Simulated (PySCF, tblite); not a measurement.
# C4H11Ge2NSi: geometry, infrared bands and NMR shifts

Wanted: the infrared bands and NMR shifts of C4H11Ge2NSi (`[SiH3][GeH2][GeH2][n]1cccc1`), by calculation.

The runs use tblite 0.8.0 and PySCF 2.14.0, with density-fitted response routines of our own; the level of theory stands in each step. All values are computed, except where a source is named. Atoms count from 0, in the outputs and in this text.

**1. The starting structure**

19 atoms, charge 0, multiplicity 1; geometry from: force field or distance geometry start.

Bonds of the start (Å): Si0–Ge1 2.32, Ge1–Ge2 2.39, Ge2–N3 1.87, N3–C4 1.36, C4–C5 1.38, C5–C6 1.38, C6–C7 1.38, C7–N3 1.33, Si0–H8 1.47, Si0–H9 1.48, Si0–H10 1.47, Ge1–H11 1.54, Ge1–H12 1.55, Ge2–H13 1.55, Ge2–H14 1.54, C4–H15 1.08, C5–H16 1.09, C6–H17 1.08, C7–H18 1.08.

**2. Geometry optimisation with GFN2-xTB**

The job: settings as JSON, then the geometry in Å.

```
{"job": {"kind": "relax", "xc": "GFN2-xTB", "basis": "xTB"}, "charge": 0, "multiplicity": 1}
Si     2.473600     1.260100     0.756100
Ge     2.151900    -0.167600    -1.039100
Ge     0.388400    -1.679600    -0.486500
N     -1.049600    -0.678900     0.177400
C     -1.176500    -0.248600     1.457000
C     -2.313200     0.533800     1.552100
C     -2.877100     0.578700     0.291600
C     -2.063100    -0.177100    -0.523800
H      3.549700     2.208000     0.447100
H      1.211200     1.995700     1.011700
H      2.814800     0.480200     1.950100
H      1.767400     0.647000    -2.283500
H      3.452300    -0.969600    -1.288400
H     -0.063100    -2.442400    -1.763900
H      0.861100    -2.669000     0.590700
H     -0.480300    -0.464000     2.259900
H     -2.669200     1.034700     2.447900
H     -3.774000     1.105300     0.007900
H     -2.214100    -0.337400    -1.582900
```

Run with:

```sh
OMP_NUM_THREADS=1 python probes_run.py task.json out
```

The driver reads the jobs from task.json and runs them one after another.

The log of the run:

```text
step      E/eV     max force
  0    -617.07727    2.043
  1    -617.16821    0.544
  2    -617.19540    0.473
  3    -617.25657    0.500
  4    -617.28101    0.590
  5    -617.32127    0.552
  6    -617.33799    0.380
  7    -617.35215    0.250
  8    -617.36150    0.286
  9    -617.36828    0.278
 10    -617.37259    0.207
 11    -617.37683    0.159
 12    -617.38127    0.162
 13    -617.38456    0.124
 14    -617.38635    0.082
 15    -617.38735    0.080
 16    -617.38795    0.054
 17    -617.38837    0.057
 18    -617.38871    0.057
 19    -617.38907    0.051
 20    -617.38948    0.045
 21    -617.38989    0.049
 22    -617.39022    0.044
 23    -617.39055    0.048
 24    -617.39102    0.055
 25    -617.39169    0.063
 26    -617.39236    0.057
 27    -617.39279    0.048
 28    -617.39303    0.042
 29    -617.39331    0.048
 30    -617.39379    0.067
 31    -617.39455    0.083
 32    -617.39548    0.080
 33    -617.39626    0.065
 34    -617.39680    0.051
 35    -617.39723    0.045
 36    -617.39763    0.052
 37    -617.39805    0.060
 38    -617.39845    0.048
 39    -617.39875    0.035
 40    -617.39891    0.026
 41    -617.39900    0.023
 42    -617.39907    0.020
 43    -617.39915    0.025
 44    -617.39925    0.028
 45    -617.39937    0.026
 46    -617.39948    0.024
 47    -617.39957    0.020
 48    -617.39963    0.019
 49    -617.39968    0.019
 50    -617.39974    0.025
 51    -617.39983    0.028
 52    -617.39994    0.024
 53    -617.40003    0.020
 54    -617.40008    0.015
 55    -617.40012    0.014
 56    -617.40016    0.019
 57    -617.40022    0.023
 58    -617.40029    0.020
 59    -617.40034    0.015
 60    -617.40037    0.013
 61    -617.40040    0.015
 62    -617.40044    0.019
 63    -617.40047    0.017
 64    -617.40051    0.016
 65    -617.40054    0.014
 66    -617.40058    0.016
 67    -617.40062    0.018
 68    -617.40066    0.014
 69    -617.40071    0.017
 70    -617.40077    0.019
 71    -617.40088    0.032
 72    -617.40105    0.048
 73    -617.40126    0.047
 74    -617.40144    0.026
 75    -617.40155    0.021
 76    -617.40164    0.027
 77    -617.40179    0.045
 78    -617.40201    0.051
 79    -617.40226    0.038
 80    -617.40245    0.021
 81    -617.40255    0.022
 82    -617.40263    0.029
 83    -617.40274    0.034
 84    -617.40293    0.035
 85    -617.40325    0.051
 86    -617.40369    0.073
 87    -617.40424    0.083
 88    -617.40483    0.070
 89    -617.40528    0.043
 90    -617.40544    0.066
 91    -617.40586    0.043
 92    -617.40616    0.033
 93    -617.40665    0.040
 94    -617.40701    0.052
 95    -617.40729    0.038
 96    -617.40759    0.038
 97    -617.40779    0.038
 98    -617.40804    0.038
 99    -617.40830    0.040
100    -617.40850    0.030
101    -617.40860    0.017
102    -617.40867    0.017
103    -617.40876    0.027
104    -617.40888    0.032
105    -617.40902    0.024
106    -617.40912    0.015
107    -617.40917    0.014
108    -617.40921    0.017
109    -617.40926    0.019
110    -617.40933    0.017
111    -617.40940    0.019
112    -617.40948    0.020
113    -617.40956    0.018
114    -617.40962    0.018
115    -617.40968    0.018
116    -617.40975    0.023
117    -617.40984    0.025
118    -617.40998    0.025
119    -617.41014    0.023
120    -617.41027    0.024
121    -617.41036    0.023
122    -617.41044    0.023
123    -617.41054    0.023
124    -617.41066    0.033
125    -617.41083    0.032
126    -617.41114    0.040
127    -617.41149    0.048
128    -617.41191    0.070
129    -617.41244    0.074
130    -617.41293    0.053
131    -617.41334    0.057
132    -617.41361    0.060
133    -617.41383    0.089
134    -617.41423    0.065
135    -617.41471    0.037
136    -617.41497    0.039
137    -617.41526    0.041
138    -617.41548    0.031
139    -617.41568    0.031
140    -617.41585    0.029
141    -617.41604    0.042
142    -617.41622    0.035
143    -617.41643    0.033
144    -617.41663    0.043
145    -617.41685    0.038
146    -617.41707    0.046
147    -617.41734    0.049
148    -617.41759    0.034
149    -617.41791    0.039
150    -617.41815    0.046
151    -617.41838    0.039
152    -617.41862    0.036
153    -617.41892    0.044
154    -617.41918    0.058
155    -617.41946    0.062
156    -617.41971    0.040
157    -617.41988    0.021
158    -617.41995    0.021
159    -617.42002    0.019
160    -617.42009    0.020
161    -617.42014    0.021
162    -617.42018    0.018
163    -617.42024    0.018
164    -617.42028    0.019
165    -617.42035    0.023
166    -617.42047    0.020
167    -617.42056    0.024
168    -617.42067    0.025
169    -617.42084    0.036
170    -617.42100    0.037
171    -617.42123    0.036
172    -617.42147    0.035
173    -617.42187    0.038
174    -617.42224    0.050
175    -617.42236    0.084
176    -617.42325    0.094
177    -617.42383    0.068
178    -617.42378    0.135
179    -617.42516    0.042
180    -617.42556    0.044
181    -617.42596    0.080
182    -617.42639    0.039
183    -617.42667    0.033
184    -617.42723    0.041
185    -617.42749    0.053
186    -617.42776    0.037
187    -617.42799    0.026
188    -617.42814    0.028
189    -617.42828    0.035
190    -617.42844    0.034
191    -617.42855    0.025
192    -617.42867    0.020
193    -617.42879    0.018
194    -617.42888    0.023
195    -617.42897    0.024
196    -617.42908    0.025
197    -617.42924    0.029
198    -617.42938    0.032
199    -617.42949    0.025
200    -617.42959    0.022
201    -617.42968    0.022
202    -617.42976    0.018
203    -617.42983    0.018
204    -617.42990    0.016
205    -617.42997    0.018
206    -617.43004    0.013
207    -617.43010    0.012
208    -617.43014    0.014
209    -617.43018    0.015
210    -617.43022    0.016
211    -617.43024    0.011
212    -617.43026    0.010
```

Wall time 2.1 s (1 thread of Arm Neoverse V1, shared host).

The steps of the relaxation: (not every step is listed)

```csv
step,energy from step 0 (eV),largest force (eV/Å)
0,0.0000,2.0431
1,-0.0909,0.5443
2,-0.1181,0.4730
3,-0.1793,0.5005
4,-0.2037,0.5896
5,-0.2440,0.5519
6,-0.2607,0.3796
7,-0.2749,0.2499
8,-0.2842,0.2862
27,-0.3155,0.0483
46,-0.3222,0.0243
65,-0.3233,0.0141
84,-0.3257,0.0352
103,-0.3315,0.0269
122,-0.3332,0.0234
141,-0.3388,0.0420
160,-0.3428,0.0197
179,-0.3479,0.0415
198,-0.3521,0.0315
207,-0.3528,0.0119
208,-0.3529,0.0140
209,-0.3529,0.0146
210,-0.3529,0.0164
211,-0.3530,0.0112
212,-0.3530,0.0099
```

Close pairs (by a distance rule), those that changed most:

```csv
bond,before (Å),after (Å),change (Å)
Si0–Ge1,2.316,2.359,+0.043
Ge2–H13,1.555,1.517,-0.038
N3–C7,1.331,1.365,+0.034
Ge1–H12,1.548,1.517,-0.031
C5–C6,1.382,1.411,+0.029
Si0–H9,1.483,1.462,-0.021
Ge1–H11,1.536,1.516,-0.020
C4–C5,1.383,1.364,-0.020
```

The end geometry stands in the next job.

**3. Infrared spectrum with GFN2-xTB**

The job: settings as JSON, then the geometry in Å.

```
{"job": {"kind": "ir", "xc": "GFN2-xTB", "basis": "xTB"}, "charge": 0, "multiplicity": 1}
Si     2.282866     1.708391     0.480652
Ge     2.354324    -0.502015    -0.340331
Ge     0.261919    -1.398462    -1.112327
N     -1.028363    -0.614790    -0.030658
C     -0.815953    -0.201671     1.255066
C     -1.961796     0.340046     1.758134
C     -2.930583     0.259975     0.735716
C     -2.327252    -0.328844    -0.336906
H      3.442063     2.449212    -0.019612
H      1.052747     2.351689     0.021761
H      2.317177     1.691493     1.943187
H      3.335915    -0.735355    -1.471740
H      2.866104    -1.520833     0.660736
H     -0.237294    -1.037654    -2.498718
H     -0.003454    -2.893334    -1.009196
H      0.144634    -0.344646     1.723791
H     -2.100662     0.751451     2.739427
H     -3.946323     0.600916     0.792525
H     -2.715872    -0.566319    -1.310135
```

The log of the run:

```text
mode    cm-1     km/mol
  1      15.5      0.29
  2      32.1      0.21
  3      64.5      0.32
  4      71.3      0.12
  5      82.3      0.98
  6     122.7      1.37
  7     194.1      6.64
  8     240.8      8.60
  9     256.4     29.15
 10     318.3     22.81
 11     319.3      8.39
 12     354.3     11.58
 13     467.7     18.33
 14     475.5     25.18
 15     572.5    124.57
 16     577.6    600.52
 17     579.7     90.21
 18     600.1     66.03
 19     625.7     49.79
 20     677.2    180.34
 21     741.6     14.64
 22     764.3     28.05
 23     770.9    153.02
 24     774.9    380.87
 25     776.6    192.07
 26     814.3      4.53
 27     833.6     17.27
 28     840.0     12.07
 29     842.3    287.59
 30     886.5     97.01
 31     889.1     79.54
 32    1059.5     40.11
 33    1079.5      3.48
 34    1093.5      9.49
 35    1191.8      7.71
 36    1226.3    104.55
 37    1336.0      2.49
 38    1406.2      7.22
 39    1458.7    104.70
 40    1557.0      0.24
 41    1810.0    509.81
 42    1841.6    271.18
 43    1888.5    287.43
 44    1910.5    871.53
 45    2248.6    157.23
 46    2258.8    314.34
 47    2269.9    293.85
 48    3068.7     67.91
 49    3123.0     23.86
 50    3148.1     40.38
 51    3159.7     51.98
```

Wall time 0.98 s (1 thread of Arm Neoverse V1, shared host).

Which atoms move in the most intense modes:

```csv
cm⁻¹,km/mol,atoms
578,600.5,"H12 24 %, H11 21 %, H14 11 %, C7 10 %"
775,380.9,"H9 40 %, H8 37 %"
842,287.6,"H13 43 %, H14 39 %"
1810,509.8,"H14 70 %, H13 24 %"
1888,287.4,"H13 63 %, H14 18 %, H11 15 %"
1910,871.5,"H11 45 %, H12 39 %, H13 11 %"
2259,314.3,"H10 73 %, H8 19 %"
2270,293.9,H9 88 %
```

**4. Shielding tensors: PBE0/pcSseg-1**

The job, as its differences from that of step 3:

```diff
@@ -1,2 +1,2 @@
-{"job": {"kind": "ir", "xc": "GFN2-xTB", "basis": "xTB"}, "charge": 0, "multiplicity": 1}
+{"job": {"kind": "nmr", "xc": "PBE0", "basis": "pcSseg-1"}, "charge": 0, "multiplicity": 1}
 Si     2.282866     1.708391     0.480652
```

With the program's defaults for keys left out, this is: GIAO PBE0/pcSseg-1 NMR shielding, non-relativistic, gas phase.

The log of the run:

```text
coarse grid: 74280 points
cycle   1  E = -4655.7989701503  dE = -2.349e-01  |g| = 1.231e+00  |ddm| = 4.262e+00
cycle   2  E = -4655.7332691519  dE =  6.570e-02  |g| = 1.269e+00  |ddm| = 1.445e+00
cycle   3  E = -4655.9085527549  dE = -1.753e-01  |g| = 1.725e-01  |ddm| = 1.003e+00
cycle   4  E = -4655.9131545871  dE = -4.602e-03  |g| = 1.044e-01  |ddm| = 2.504e-01
cycle   5  E = -4655.9156811939  dE = -2.527e-03  |g| = 1.735e-02  |ddm| = 9.565e-02
cycle   6  E = -4655.9157452376  dE = -6.404e-05  |g| = 4.748e-03  |ddm| = 1.662e-02
cycle   7  E = -4655.9157494169  dE = -4.179e-06  |g| = 1.363e-03  |ddm| = 4.169e-03
final grid: 152920 points
cycle   8  E = -4655.9156778910  dE =  2.277e-07  |g| = 1.798e-03  |ddm| = 3.491e-03
cycle   9  E = -4655.9156771417  dE =  7.493e-07  |g| = 2.607e-03  |ddm| = 3.630e-03
cycle  10  E = -4655.9156786311  dE = -1.489e-06  |g| = 2.387e-04  |ddm| = 2.090e-03
cycle  11  E = -4655.9156786459  dE = -1.475e-08  |g| = 5.376e-05  |ddm| = 2.633e-04
cycle  12  E = -4655.9156786464  dE = -5.521e-10  |g| = 9.901e-06  |ddm| = 5.406e-05
converged SCF energy = -4655.9156786464

GIAO shielding tensors (ppm)
atom      isotropic    diamagn.    paramagn.     s11        s22        s33       span
  0 Si     457.831     879.776    -421.945    451.999    455.713    465.782     13.783
  1 Ge    1725.598    2758.564   -1032.966   1676.581   1716.424   1783.789    107.207
  2 Ge    1446.505    2755.598   -1309.093   1297.259   1428.149   1614.107    316.848
  3 N       95.268     333.811    -238.543     -2.269     82.772    205.301    207.569
  4 C       59.632     254.365    -194.733    -19.418     68.086    130.228    149.646
  5 C       69.957     256.738    -186.781    -13.230     61.491    161.611    174.841
  6 C       70.578     258.031    -187.453    -10.817     61.561    160.990    171.807
  7 C       57.691     249.606    -191.915    -18.175     61.476    129.772    147.947
  8 H       27.935      28.131      -0.197     23.383     25.256     35.165     11.783
  9 H       28.282      29.071      -0.789     23.492     28.762     32.591      9.099
 10 H       27.899      28.754      -0.855     24.077     25.685     33.936      9.858
 11 H       28.226      29.504      -1.278     20.791     22.539     41.348     20.557
 12 H       27.925      29.896      -1.972     21.330     22.286     40.157     18.826
 13 H       26.343      29.840      -3.497     18.818     22.429     37.783     18.965
 14 H       26.012      28.721      -2.709     19.104     21.046     37.885     18.781
 15 H       25.421      34.338      -8.917     20.714     25.110     30.441      9.727
 16 H       25.186      32.426      -7.240     22.396     25.302     27.861      5.464
 17 H       25.172      31.424      -6.252     22.491     25.445     27.580      5.088
 18 H       25.047      31.059      -6.012     20.637     25.213     29.291      8.653
```

Run time: 60 s. Hardware: 1 thread of Arm Neoverse V1, shared host; peak memory 1.2 GiB.

The references, computed at this level on geometries of the same kind, shield at (ppm): 1H TMS 31.72, 13C TMS 186.9, 29Si TMS 349.2, 15N NH3 267.7, 73Ge GeMe4 1331. Their shielding less the atom's gives the shift. The references are single molecules in the gas phase, so shifts against H2O, NH3, PH3, H3PO4 or CFCl3 are not on the usual liquid scales and can be off by tens of ppm. Atoms listed in one row are averaged.

```csv
atoms,environment,σ (ppm),δ (ppm)
"C4, C7",aromatic CH next to a ring nitrogen,58.7,128.3
"C5, C6",aromatic CH,70.3,116.7
"H16, H17",hydrogen on an aromatic CH,25.18,6.54
"H15, H18",hydrogen on an aromatic CH next to a ring nitrogen,25.23,6.48
"H13, H14","hydrogen on a germanium bonded to Ge, N",26.18,5.54
"H8, H9, H10",hydrogen on a silicon bonded to Ge,28.04,3.68
"H11, H12","hydrogen on a germanium bonded to Ge, Si",28.08,3.64
Si0,"silicon bonded to Ge, 3 H",457.8,-108.7
Ge2,"germanium bonded to Ge, N, 2 H",1447,-116
Ge1,"germanium bonded to Ge, Si, 2 H",1726,-395
N3,pyrrole-type ring nitrogen,95.3,172.5
```

Charges from the same density, by scheme (e):

```csv
atoms,Mulliken,IAO,Hirshfeld,ESP fit
Si0,0.38,0.34,0.24,0.25
Ge1,-0.35,0.06,0.15,0.03
Ge2,0.49,0.51,0.31,0.23
N3,-0.79,-0.30,-0.11,0.10
"C4, C7",0.15,-0.12,-0.05,-0.28
"C5, C6",-0.17,-0.22,-0.10,-0.21
```

Mayer bond orders: Si0–Ge1 0.87, Ge1–Ge2 0.92, Ge2–N3 0.66, N3–C4 1.12, C4–C5 1.53, C5–C6 1.35, C6–C7 1.53, C7–N3 1.15.

Ring of atoms N3, C4, C5, C6, C7: NICS(0) -13.2, NICS(1) -11.2, NICS(1)zz -29.8 ppm (means of both faces).

**5. Summary of results**

```
                                                               quantity                             value
                              strongest single infrared mode (GFN2-xTB)             1910 cm⁻¹, 872 km/mol
                                           zero-point energy (GFN2-xTB)                     76.8 kcal/mol
13C shifts against TMS (PBE0/pcSseg-1, means over atoms taken as alike)                  128.3, 116.7 ppm
 1H shifts against TMS (PBE0/pcSseg-1, means over atoms taken as alike)  6.54, 6.48, 5.54, 3.68, 3.64 ppm
                                29Si shifts against TMS (PBE0/pcSseg-1)                        -108.7 ppm
                              73Ge shifts against GeMe4 (PBE0/pcSseg-1)                    -116, -395 ppm
                                 15N shifts against NH3 (PBE0/pcSseg-1)                         172.5 ppm
```

What this shows: The optimisation took 212 steps and gained 0.353 eV; among the close pairs (by a distance rule), Si0–Ge1 changed most, from 2.316 to 2.359 Å. All 51 modes are real, so the xTB geometry is a minimum. The strongest single mode, at 1910 cm⁻¹, moves mainly H11 and H12. GFN2-xTB is a fitted tight-binding method: band positions and strengths are rough. Its intensities can rank the bands wrongly. At PBE0/pcSseg-1: The widest tensor belongs to Ge2: span 317 ppm, with a paramagnetic part of -1309 ppm. NICS(1)zz of -30 ppm above the planar ring from N3 marks a diatropic (aromatic) ring current. Spin-orbit coupling is left out, which matters for shieldings and couplings at and beside the heavy atoms.
